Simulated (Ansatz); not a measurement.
# GeN (quartet): from Hartree-Fock to the top rungs, cc-pVTZ

The task here is to estimate one member of a computed series from the others.

Method: cc-pVTZ, core rule «outside noble gas», up to 15 orbitals frozen; program: Ansatz 0.2.0, Gaussian basis.

The runs, in order: UHF; CCSD(T) on ROHF; CCSD(T) on UHF; BCCD(T) on ROHF; CISD; CCSDT(Q) on ROHF; CCSDT(Q) on UHF; CASSCF and MRCISD+Q, 9 electrons in 8 orbitals; CASSCF and NEVPT2, 9 electrons in 8 orbitals.

17 further runs of the same task are left out: 10 that didn't finish, 7 set aside as unsound or not needed.

## The geometry

The geometry is a PBE0/def2-TZVP stationary point (not a proven minimum) of the parent state, kept for this charge and spin. No spin-orbit coupling is included. The filled d shell of Ge may be among the frozen orbitals whatever the setting's name suggests; the logs give the count.

2 atoms, charge 0, spin multiplicity 4.

Atoms are counted from 1 here; the program's logs count them from 0.

Bond lengths: Ge1–N2 1.739 Å.

Set-up of the first run:

in.yaml

```yaml
crystal:
  periodic: [false, false, false]
  atoms:
    - {symbol: Ge, position_ang: [0.000000, 0.000000, 0.000000]}
    - {symbol: N, position_ang: [0.000000, 0.000000, 1.738805]}
basis:
  gaussian: {orbitals: cc-pVTZ}
magnetization: {spin_polarized: true, initial_magnetization: 3}
hamiltonian: {xc: hf}
output: {orbitals: {seedname: orbitals}}
```

Launch:

```sh
> ansatz run in.yaml --threads 1 --pin off --events-out ev --progress --plain --max-ram 2393MiB
```

Among the steps run: UHF; CCSD(T) on ROHF; CCSD(T) on UHF; BCCD(T) on ROHF; CISD; CCSDT(Q) on ROHF; CCSDT(Q) on UHF; CASSCF and MRCISD+Q, 9 electrons in 8 orbitals; CASSCF and NEVPT2, 9 electrons in 8 orbitals.

One table of the session follows, with a row left open; its other results are not shown here.

It belongs to the step «Misses and costs». 

| method | from RCCSDT(Q) (kcal/mol) |
| --- | --- |
| RMP2 | +35.31 |
| UMP2 | +35.50 |
| RCCSD | +15.62 |
| UCCSD | +15.18 |
| RCCSD(T) | +7.61 |
| UCCSD(T) | +7.57 |
| BCCD(T) | +7.48 |
| RCCSDT | +3.11 |
| UCCSDT | +3.01 |
| RCCSDT(Q) | 0 |
| UCCSDT(Q) | 0.00 |
| CASSCF valence | ? |
| NEVPT2 valence | +23.40 |
| MRCISD valence | +10.98 |
| MRCISD+Q valence | +2.25 |

Estimate the missing values for CASSCF valence.

**Answer.** from RCCSDT(Q) (kcal/mol): +126.72. In the column «from RCCSDT(Q) (kcal/mol)» it is the highest.

Not comparable, so not listed: CISD (they don't share determinant, frozen orbitals or solution with the rows shown, or repeat one).

To keep in mind: The report flags that the cluster equations may have other roots. Left out of the table: ROHF, UHF (another determinant or state than the rows shown). The program flags RCCSD(T), BCCD(T), RCCSDT(Q), UCCSDT(Q) as in doubt, so the zero of the table is itself unsure. Warnings: coupled cluster took another determinant than the lowest; large T1 diagnostic. Restricted and unrestricted rows rest on different reference determinants; where their highest levels disagree by more than a few hundredths of an eV, they describe different states and don't form one ladder.
